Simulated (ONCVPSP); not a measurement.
# Pseudopotential generation for copper: ONCV, PBE

Task: generate the file, and judge it by its errors in other configurations, its logarithmic derivatives, its ghosts and its cutoff.

Program: ONCVPSP 4.0.1.1 (patched build). Reference atom: PBE, scalar-relativistic, spherical and spin-unpolarised. All values are calculated.

**1. Settings**

Typed settings, in words:

- element: copper (Cu, Z = 29)
- type: optimised norm-conserving Vanderbilt (ONCV)
- frozen core: [Ne] 3s2
- valence charge: 17
- reference configuration: 3p6 3d10 4s1
- partial waves: 4s: rc 2.05 bohr, ncon 4, nbas 8, qcut 3.9 1/bohr, 3 projectors, debl 3.9 Ha; 3p: rc 0.90 bohr, ncon 3, nbas 8, qcut 16.4 1/bohr, 2 projectors, debl 3.7 Ha; 3d: rc 1.35 bohr, ncon 3, nbas 8, qcut 11.8 1/bohr, 2 projectors, debl 2.7 Ha
- local potential: polynomial inside 0.80 bohr (lpopt 5, dvloc0 2 Ha)
- core correction: Teter function, fcfact 1.75, rcfact 1.2

An earlier all-electron run gives the scale for the radii.

All-electron outer shells of the reference configuration (PBE, scalar-relativistic, ld1.x):

```
shell  level (eV)  outermost node (bohr)  outermost maximum (bohr)
   3s     -114.70                   0.29                      0.61
   3p      -72.14                   0.26                      0.62
   3d       -5.04                      –                      0.60
   4s       -4.61                   0.89                      2.27
   4p       -0.70                   0.97                      3.65
```

**2. The generation run**

File Cu.dat:

```
# ATOM AND REFERENCE CONFIGURATION
# atsym  z   nc   nv     iexc    psfile
  Cu 29.00    4    3        4      upf
#
#   n    l    f
    1    0    2.00
    2    0    2.00
    2    1    6.00
    3    0    2.00
    3    1    6.00
    3    2   10.00
    4    0    1.00
#
# PSEUDOPOTENTIAL AND OPTIMIZATION
# lmax
    2
#
#   l,   rc,      ep,       ncon, nbas, qcut
    0    2.05    0.00    4    8    3.90
    1    0.90    0.00    3    8   16.40
    2    1.35    0.00    3    8   11.80
#
# LOCAL POTENTIAL
# lloc, lpopt,  rc(5),   dvloc0
    4    5    0.80    2.00
#
# VANDERBILT-KLEINMAN-BYLANDER PROJECTORs
# l, nproj, debl
    0    3    3.90
    1    2    3.70
    2    2    2.70
#
# MODEL CORE CHARGE
# icmod, fcfact, rcfact
    3    1.75    1.20
#
# LOG DERIVATIVE ANALYSIS
# epsh1, epsh2, depsh
   -4.00    5.00    0.02
#
# OUTPUT GRID
# rlmax, drl
    6.00    0.01
#
# TEST CONFIGURATIONS
# ncnf
    4
# nvcnf
#   n    l    f
    3
    3    1    6.00
    3    2   10.00
    4    0    0.00
#
    3
    3    1    6.00
    3    2    9.00
    4    0    0.00
#
    3
    3    1    6.00
    3    2    8.00
    4    0    0.00
#
    3
    3    1    6.00
    3    2    7.00
    4    0    0.00
#
```

Launch:

```sh
$ oncvpsp.x < Cu.dat > Cu.out
```

**Question.** What will these runs give? Wanted: cutoffs for 1 and 0.1 mHa per electron, occupied waves; bound ghosts; GHOST(+) flags; largest test error; largest phase difference near zero energy, channels read; rms error of d²Exc/dn², without and with the model core.

As calculated:

| quantity | value |
| --- | --- |
| cutoffs for 1 and 0.1 mHa per electron, occupied waves | 69 Ha and 93 Ha |
| bound ghosts | none found |
| GHOST(+) flags | s at 54 eV |
| largest test error (AE − PS) | +24 meV, for 3p6 3d9 4s0 (2 tests unsolved) |
| largest phase difference near zero energy, channels read | 0.001 rad |
| rms error of d²Exc/dn², without and with the model core | 3.01 and 2.52 mHa |

**Reading.** The worst unpolarised test, 3p6 3d9 4s0, is off by 24 meV on 29.5 eV; by total energies transferability rates as good where solved. Of the tests 2 gave no usable energy difference, which is a warning in itself. By its cutoff, 69 Ha for the looser tolerance, it is very hard. At the looser tolerance the 3p wave is the slowest; 3d needs 54 Ha. It is free of bound ghosts as far as tested. Near zero energy the phases of the channels with partial waves agree within 0.001 rad. The program also flags highly localised states, GHOST(+) (s). All of this concerns the isolated atom, not yet a solid.
